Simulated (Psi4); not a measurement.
**CH3InN− ([In(CN)H3]-): wB97X-D/def2-TZVP (core potential, sweep point 3)**

Aim: the vertical electron affinity of CH3InN− ([In(CN)H3]-) at wB97X-D/def2-TZVP (core potential, sweep point 3), from 2 runs. 

Program for the calculation: Psi4 1.11.

## (1) Starting point

CH3InN−: 6 atoms, total charge -1, spin state singlet. SMILES: `[H][In-]([H])([H])[C]#N`. The shape comes from GFN1-xTB, which is rough for such elements, and wasn't checked as a minimum.

Bond lengths: In1–C2 2.222 Å, C2–N3 1.159 Å, In1–H4 1.740 Å, In1–H5 1.741 Å, In1–H6 1.740 Å. Angles: In1–C2–N3 179.4°, C2–In1–H4 105.4°, C2–In1–H5 105.6°, C2–In1–H6 105.4°, H4–In1–H5 113.3°, H4–In1–H6 113.2°, H5–In1–H6 113.0°.

## (2) The energy at wB97X-D/def2-TZVP (core potential, sweep point 3)

Input file ch3inn.inp:

```
memory 1.6 GB

molecule {
  -1 1
  In    -0.009600    -0.004360    -0.701830
  C      0.018130     0.016100     1.519490
  N      0.040890     0.017280     2.678670
  H      1.661990    -0.004740    -1.184060
  H     -0.861380     1.439180    -1.171740
  H     -0.850030    -1.463460    -1.140530
  units angstrom
  symmetry c1
}

set basis def2-TZVP
set reference rks
set puream true
set scf_type pk
set dft_radial_points 99
set dft_spherical_points 590

e, wfn = energy("wb97x-d", return_wfn=True)
```

On the command line:

```bash
psi4 -n 1 ch3inn.inp ch3inn.out
```

ch3inn.out:

```text
[...]
    !!!  WARNING: ECP capability is in beta. Please check occupations closely.  !!!
[...]
  Running in c1 symmetry.
[...]
  Nuclear repulsion =   97.552920354073265
[...]
  Multiplicity = 1
[...]
  Nalpha       = 19
  Nbeta        = 19
[...]
    Number of basis functions: 130
[...]
   @RKS iter   1:  -284.69547550387131   -1.64038e+00   4.83074e-03 DIIS/ADIIS
[...]
   @RKS iter   8:  -284.88990439205162   -1.07103e-07   8.13519e-07 DIIS
[...]
    Orbital Energies [Eh]
    ---------------------
    Doubly Occupied:
       1A    -14.242574     2A    -10.116534     3A     -4.581315
       4A     -2.979830     5A     -2.976979     6A     -2.976964
       7A     -0.810757     8A     -0.660941     9A     -0.657218
      10A     -0.657196    11A     -0.650415    12A     -0.650398
      13A     -0.391296    14A     -0.303769    15A     -0.247175
      16A     -0.247161    17A     -0.227328    18A     -0.184385
      19A     -0.184098
[...]
  @RKS Final Energy:  -284.88990439205162
   => Energetics <=
    Nuclear Repulsion Energy =             97.5529203540732652
    One-Electron Energy =                -663.5786574903296469
    Two-Electron Energy =                 301.8674332132900417
    DFT Exchange-Correlation Energy =     -20.7302660176826343
    Empirical Dispersion Energy =          -0.0013344514026728
    VV10 Nonlocal Energy =                  0.0000000000000000
    Total Energy =                       -284.8899043920516192
[...]
 Multipole Moments:
 ------------------------------------------------------------------------------------
     Multipole            Electronic (a.u.)      Nuclear  (a.u.)        Total (a.u.)
 ------------------------------------------------------------------------------------
 L = 1.  Multiply by 2.5417464519 to convert [e a0] to [Debye]
 Dipole X            :         -0.4675153            0.4483160           -0.0191993
 Dipole Y            :         -0.2358902            0.2294423           -0.0064479
 Dipole Z            :        -33.4082246           32.0111657           -1.3970589
 Magnitude           :                                                    1.3972057
[...]
```

It took 17 s on 1 thread of Intel Xeon 6975P-C (Granite Rapids), shared host; peak memory 1.2 GiB.

## (3) Doublet [CH3InN]2−, same level

Input file input.inp:

```
memory 1600 MB

molecule molecule1 {
  -2 2
  In    -0.009600    -0.004360    -0.701830
  C      0.018130     0.016100     1.519490
  N      0.040890     0.017280     2.678670
  H      1.661990    -0.004740    -1.184060
  H     -0.861380     1.439180    -1.171740
  H     -0.850030    -1.463460    -1.140530
  units angstrom
  symmetry c1
}

set {
  basis                def2-TZVP
  reference            uks
  puream               true
  scf_type             pk
  dft_radial_points    99
  dft_spherical_points 590
  maxiter              150
}

result, w = energy("wb97x-d", return_wfn=True)
print_variables()
```

On the command line:

```bash
psi4 input.inp input.out -n 1
```

input.out:

```text
[...]
    !!!  WARNING: ECP capability is in beta. Please check occupations closely.  !!!
[...]
  Running in c1 symmetry.
[...]
  Nuclear repulsion =   97.552920354073265
[...]
  Multiplicity = 2
[...]
  Nalpha       = 20
  Nbeta        = 19
[...]
    Number of basis functions: 130
[...]
   @UKS iter   1:  -284.16006863306779   -1.10497e+00   6.78083e-03 DIIS/ADIIS
[...]
   @UKS iter  13:  -284.69577992385194   -6.41895e-07   7.07102e-07 DIIS
[...]
   @S^2 Observed:                7.504786201E-01
[...]
    Orbital Energies [Eh]
    ---------------------
    Alpha Occupied:
       1A    -14.119831     2A     -9.990344     3A     -4.434621
       4A     -2.833225     5A     -2.830328     6A     -2.830308
       7A     -0.690456     8A     -0.515098     9A     -0.510685
      10A     -0.510656    11A     -0.503888    12A     -0.503870
      13A     -0.257916    14A     -0.177489    15A     -0.126977
      16A     -0.126970    17A     -0.096046    18A     -0.040364
      19A     -0.040080    20A      0.192645
    Alpha Virtual:
      21A      0.328675    22A      0.328724    23A      0.388281
      24A      0.389724    25A      0.389840    26A      0.444198
[...]
  @UKS Final Energy:  -284.69577992385194
   => Energetics <=
    Nuclear Repulsion Energy =             97.5529203540732652
    One-Electron Energy =                -668.6010522581887017
    Two-Electron Energy =                 307.1156771367162719
    DFT Exchange-Correlation Energy =     -20.7619907050501453
    Empirical Dispersion Energy =          -0.0013344514026728
    VV10 Nonlocal Energy =                  0.0000000000000000
    Total Energy =                       -284.6957799238519442
[...]
 Multipole Moments:
 ------------------------------------------------------------------------------------
     Multipole            Electronic (a.u.)      Nuclear  (a.u.)        Total (a.u.)
 ------------------------------------------------------------------------------------
 L = 1.  Multiply by 2.5417464519 to convert [e a0] to [Debye]
 Dipole X            :         -0.4241952            0.4483160            0.0241208
 Dipole Y            :         -0.2030769            0.2294423            0.0263654
 Dipole Z            :        -29.7864414           32.0111657            2.2247243
 Magnitude           :                                                    2.2250112
[...]
```

It took 33 s on 1 thread of Intel Xeon 6975P-C (Granite Rapids), shared host; peak memory 1.2 GiB.

## (4) What came out

Level: wB97X-D/def2-TZVP (core potential, sweep point 3).

| quantity | value |
| --- | --- |
| singlet CH3InN−: total energy | -284.88990 Eh |
| singlet CH3InN−: HOMO energy | -5.01 eV |
| singlet CH3InN−: LUMO energy | 5.50 eV |
| singlet CH3InN−: HOMO–LUMO gap (to an unbound level, set by the basis) | 10.51 eV |
| singlet CH3InN−: dispersion energy | -3.50 kJ/mol |
| doublet [CH3InN]2−: total energy | -284.69578 Eh |
| doublet [CH3InN]2−: HOMO energy (highest over α and β) | 5.24 eV |
| doublet [CH3InN]2−: LUMO energy (lowest over α and β) | 8.94 eV |
| doublet [CH3InN]2−: dispersion energy | -3.50 kJ/mol |
| doublet [CH3InN]2−: ⟨S²⟩ | 0.750 |
| vertical electron affinity (to the doublet dianion) | -5.282 eV |

The dianion lies 5.28 eV (510 kJ/mol) above the anion: the electron isn't bound at this level, and such a value depends on the basis. Without diffuse functions anions come out too high. The HOMO (doublet [CH3InN]2−) lies at positive energy, 5.24 eV; only total energies tell whether the electron is bound.
